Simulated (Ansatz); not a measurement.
Working through a comparison of norm-conserving and PAW potentials of YGa, space group Cmcm

With Ansatz 0.2.0 through its Python package.

The cells in order, each with its output:

```python
import ansatz as az
import numpy as np
```

```python
def count_gap(report):
    # lowest empty less highest filled band, counting bands; zero where they overlap
    return max(report.get('gap_by_band_count_ev') or 0.0, 0.0)

system = (
    az.Lattice.from_parameters(4.302, 10.86, 4.073, alpha=90, beta=90, gamma=90)
    .space_group(63, hermann_mauguin='Cmcm')
    .atom('Y', (0.0, 0.138, 0.75))
    .atom('Ga', (0.0, 0.417, 0.75))
    .primitive()
)

len(system.resolved().sites)
```

    4

```python
base = (
    system.calculation()
    .kpoints(6, 6, 6)
    .functional('pbesol')
    .scf(max_iterations=200, algorithm='direct_min')
    .occupations('Fermi-Dirac')
    .stress()
    .forces()
    .band_table()
)
variants = {
    'PAW': base.pseudopotentials('paw'),
    'norm-conserving': base.pseudopotentials('nc'),
}
rows = []
for label, variant in variants.items():
    report = variant.run().report
    levels = np.array(report['eigenvalues_ev'][0]) - report['fermi_energy_ev']
    print(label, 'levels at the first k-point near E_F:', np.round(levels[np.abs(levels) < 5], 3))
    rows.append((label, report['n_electrons'], np.trace(report['stress_gpa']) / 3, float(np.abs(report['forces_ev_ang']).max()), count_gap(report)))
print('     treatment  electrons in bands           P GPa  max force component eV/A  gap by band count eV')
for row in rows:
    print(f'{str(row[0]):>14s}  {row[1]:18.1f}  {row[2]:14.3f}  {row[3]:24.4f}  {row[4]:20.3f}')
```

    DeckWarning: basis.ecutwfc = 420 eV, auto-derived from the records' recommended cutoffs: set by Y (normal level)
    PAW levels at the first k-point near E_F: [-4.528 -1.444 -0.327 -0.236  0.507  0.91   1.492  1.832  2.846  3.227]
    DeckWarning: basis.ecutwfc = 1088.45545 eV, auto-derived from the records' recommended cutoffs: set by Ga (normal level)
    norm-conserving levels at the first k-point near E_F: [-4.53  -1.446 -0.325 -0.235  0.51   0.909  1.493  1.833  2.849  3.229]
         treatment  electrons in bands           P GPa  max force component eV/A  gap by band count eV
               PAW                48.0          -1.825                    0.5043                 0.000
    norm-conserving                48.0          -1.756                    0.4963                 0.000

PAW gives -1.825 GPa and norm-conserving -1.756 GPa, 0.07 GPa apart. They took 43.4 and 169.3 s of processor time.

Reading the output:
- These settings explore the input space; cutoff and mesh may be short of convergence.
- The computed bands are complete only to about 2.3 eV above the Fermi level.
- For a metal this k-point mesh is coarse: on a finer one energies can move by several to tens of meV an atom and pressures by half a GPa or more, differences at one mesh by less.
- A gap by band count of zero or less means overlapping bands, a metal.
- The structure is a deposited one; some such entries were measured under pressure or heat, so a shift against it needn't be the functional's error alone.
- Gaps and levels are Kohn-Sham values on a finite set of k-points, without spin-orbit coupling.
- Warnings are shown shortened and without file and line.
- Stress is positive in compression.
- Finished in 3.5 min on 1 thread of Arm Neoverse V2, on a shared host, peak memory 1.3 GiB.
